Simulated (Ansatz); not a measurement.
**C4H13ClO5W: small, medium and large basis sets**

An exercise on one series of results from a longer session: the logs are not shown, and one member is left open.

Method: one geometry, several basis sets; program: Ansatz 0.2.0, Gaussian basis.

Levels to be run: PBE0-D4/def2-SVP; ωB97M-V/def2-SVP; PBE0-D4/def2-QZVPP; ωB97M-V/def2-QZVPP; the functionals' def2-TZVPP values are taken from earlier runs.

### The geometry

The geometry comes from an earlier relaxation with PBE0-D4 in a triple-zeta def2 set; it is a stationary point, not always the lowest conformer. W takes the def2 core potential; no spin-orbit term is included.

SMILES `C[O][W]([OH])([Cl])([O]C)([O]C)[O]C`, 24 atoms, charge 0, spin multiplicity 1.

Atoms are counted from 1 here; the program's logs count them from 0.

Bond lengths: C1–O2 1.399 Å, C1–H12 1.093 Å, C1–H13 1.095 Å, C1–H14 1.093 Å, O2–W3 1.858 Å, W3–O4 1.918 Å, W3–Cl5 2.452 Å, W3–O6 1.858 Å, W3–O8 1.858 Å, W3–O10 1.894 Å, O4–H15 0.960 Å, O6–C7 1.391 Å, C7–H16 1.096 Å, C7–H17 1.095 Å, C7–H18 1.092 Å, O8–C9 1.393 Å, C9–H19 1.094 Å, C9–H20 1.095 Å and more. Angles: O2–C1–H12 109.2°, O2–C1–H13 110.2°, O2–C1–H14 109.3°, H12–C1–H13 109.5°, H12–C1–H14 109.0°, H13–C1–H14 109.6°, C1–O2–W3 137.1°, O2–W3–O4 94.1°, O2–W3–Cl5 175.6°, O2–W3–O6 95.0°, O2–W3–O8 98.5°, O2–W3–O10 91.6°, O4–W3–Cl5 82.3°, O4–W3–O6 88.6°, O4–W3–O8 166.6°, O4–W3–O10 86.8°, Cl5–W3–O6 87.3°, Cl5–W3–O8 85.0° and more.

Set-up of the first run:

in.yaml

```yaml
crystal:
  periodic: [false, false, false]
  atoms:
    - {symbol: C, position_ang: [1.405710, -2.568779, -0.550734]}
    - {symbol: O, position_ang: [0.400266, -1.884069, 0.139279]}
    - {symbol: W, position_ang: [-0.248944, -0.145725, 0.226108]}
    - {symbol: O, position_ang: [-1.442387, -0.371649, -1.258616]}
    - {symbol: Cl, position_ang: [-1.125503, 2.143021, 0.155418]}
    - {symbol: O, position_ang: [-1.660218, -0.557587, 1.362465]}
    - {symbol: C, position_ang: [-3.047113, -0.454264, 1.389125]}
    - {symbol: O, position_ang: [0.857366, 0.494353, 1.575136]}
    - {symbol: C, position_ang: [1.623804, 1.616411, 1.880569]}
    - {symbol: O, position_ang: [1.033348, 0.450976, -1.034133]}
    - {symbol: C, position_ang: [0.976730, 1.049423, -2.288755]}
    - {symbol: H, position_ang: [2.060323, -3.066411, 0.169575]}
    - {symbol: H, position_ang: [1.991739, -1.870598, -1.156744]}
    - {symbol: H, position_ang: [0.949775, -3.322441, -1.198076]}
    - {symbol: H, position_ang: [-1.903002, 0.393930, -1.609270]}
    - {symbol: H, position_ang: [-3.460308, -0.765931, 0.423476]}
    - {symbol: H, position_ang: [-3.330989, 0.584914, 1.583373]}
    - {symbol: H, position_ang: [-3.441455, -1.094652, 2.181363]}
    - {symbol: H, position_ang: [0.969956, 2.479862, 2.031993]}
    - {symbol: H, position_ang: [2.309439, 1.830488, 1.053665]}
    - {symbol: H, position_ang: [2.194546, 1.420042, 2.791147]}
    - {symbol: H, position_ang: [0.605373, 2.075799, -2.188896]}
    - {symbol: H, position_ang: [1.977599, 1.071764, -2.727525]}
    - {symbol: H, position_ang: [0.303944, 0.491134, -2.949923]}
basis:
  gaussian: {orbitals: def2-SVP}
hamiltonian: {xc: pbe0, dispersion: d4}
output: {orbitals: {seedname: orbitals}}
```

Command:

```
ansatz run in.yaml --threads 11 --pin off --events-out ev --progress --plain --max-ram 120832MiB --backend cpu
```

Among the steps run: PBE0-D4 in def2-SVP; ωB97M-V in def2-SVP; PBE0-D4 in def2-QZVPP; ωB97M-V in def2-QZVPP.

One of the session's tables, all rows but one given; the rest of the session is left out.

It belongs to the step «Density functionals: the series». 

| functional | basis | HOMO (eV) | LUMO (eV) |
| --- | --- | --- | --- |
| PBE0-D4 | def2-SVP | ? | ? |
| PBE0-D4 | def2-TZVPP | -7.82 | -2.05 |
| PBE0-D4 | def2-QZVPP | -7.86 | -2.09 |
| ωB97M-V | def2-SVP | -10.01 | -0.08 |
| ωB97M-V | def2-TZVPP | -10.15 | -0.07 |
| ωB97M-V | def2-QZVPP | -10.19 | -0.12 |

Q: Estimate the row for PBE0-D4, def2-SVP from the others.

As computed: HOMO (eV): -7.71; LUMO (eV): -2.06. In the column «HOMO (eV)» it is the highest.
